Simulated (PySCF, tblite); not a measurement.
# C9H7 radical: geometry, infrared bands and EPR parameters

Wanted: the infrared bands and EPR parameters of C9H7 radical (`C#CC#C[C](C#C)CC`), by calculation.

Computed with tblite 0.8.0 and PySCF 2.14.0, with density-fitted response routines of our own, on a single molecule in the gas phase. Atoms count from 0, in the outputs and in this text.

## 1. Starting geometry

16 atoms, charge 0, multiplicity 2; geometry from: force field or distance geometry start.

Bonds of the start (Å): C0–C1 1.21, C1–C2 1.53, C2–C3 1.21, C3–C4 1.43, C4–C5 1.43, C5–C6 1.20, C4–C7 1.50, C7–C8 1.53, C0–H9 1.05, C6–H10 1.06, C7–H11 1.10, C7–H12 1.10, C8–H13 1.10, C8–H14 1.09, C8–H15 1.08.

## 2. Geometry optimisation with GFN2-xTB

The job: settings as JSON, then the geometry in Å.

```
{"job": {"kind": "relax", "xc": "GFN2-xTB", "basis": "xTB"}, "charge": 0, "multiplicity": 2}
C      4.359800    -1.572500    -1.410500
C      3.320900    -1.108000    -0.995400
C      2.019300    -0.529500    -0.438300
C      0.983100    -0.061900    -0.026400
C     -0.238700     0.467600     0.491400
C     -0.352600     1.857100     0.788400
C     -0.440500     3.029500     1.045000
C     -1.414400    -0.433400     0.701700
C     -2.291800    -0.535400    -0.542500
H      5.257300    -1.975400    -1.781300
H     -0.522800     4.062200     1.274400
H     -2.027200    -0.079000     1.540800
H     -1.081900    -1.441000     0.984300
H     -2.689100     0.448200    -0.828400
H     -3.149000    -1.188700    -0.353800
H     -1.740100    -0.931000    -1.383800
```

Run with:

```
$ OMP_NUM_THREADS=1 python probes_run.py task.json out
```

The driver reads the jobs from task.json and runs them one after another.

**Question.** This job is followed by: GFN2-xTB harmonic vibrations, gas phase; UKS B3LYP, pcH-1 on C H, non-relativistic, mean-field spin-orbit, GIAO. What will the session give for the following? strongest single infrared mode (GFN2-xTB); zero-point energy (GFN2-xTB); g(iso) (B3LYP); ⟨S²⟩; largest a(iso) (averaged by class); potential on the surface of density 0.002 e/bohr³, 1st and 99th percentile.

The runs gave:

| quantity | value |
| --- | --- |
| strongest single infrared mode (GFN2-xTB) | 3029 cm⁻¹, 53 km/mol |
| zero-point energy (GFN2-xTB) | 72.8 kcal/mol |
| g(iso) (B3LYP) | 2.00273 |
| ⟨S²⟩ | 0.782 (exact 0.75) |
| largest a(iso) (averaged by class) | 13C on C3, -55.7 MHz |
| potential on the surface of density 0.002 e/bohr³, 1st and 99th percentile | -0.67 V and 1.61 V |

Over 51 steps the energy fell by 0.728 eV; of the close pairs, C1–C2 changed most, 1.529 to 1.342 Å. All 42 modes are real, so the xTB geometry is a minimum. Unscaled tight-binding wavenumbers are off by several per cent, some by more. Its intensities can rank the bands wrongly. C4 carries the largest spin population, 0.55 e. The isotropic g lies 0.4 ppt above the free-electron value. These values are for one conformer; the search (at its own cheap level) found 2 more, at 0.24, 0.40 kcal/mol, and measured spectra average over such forms.
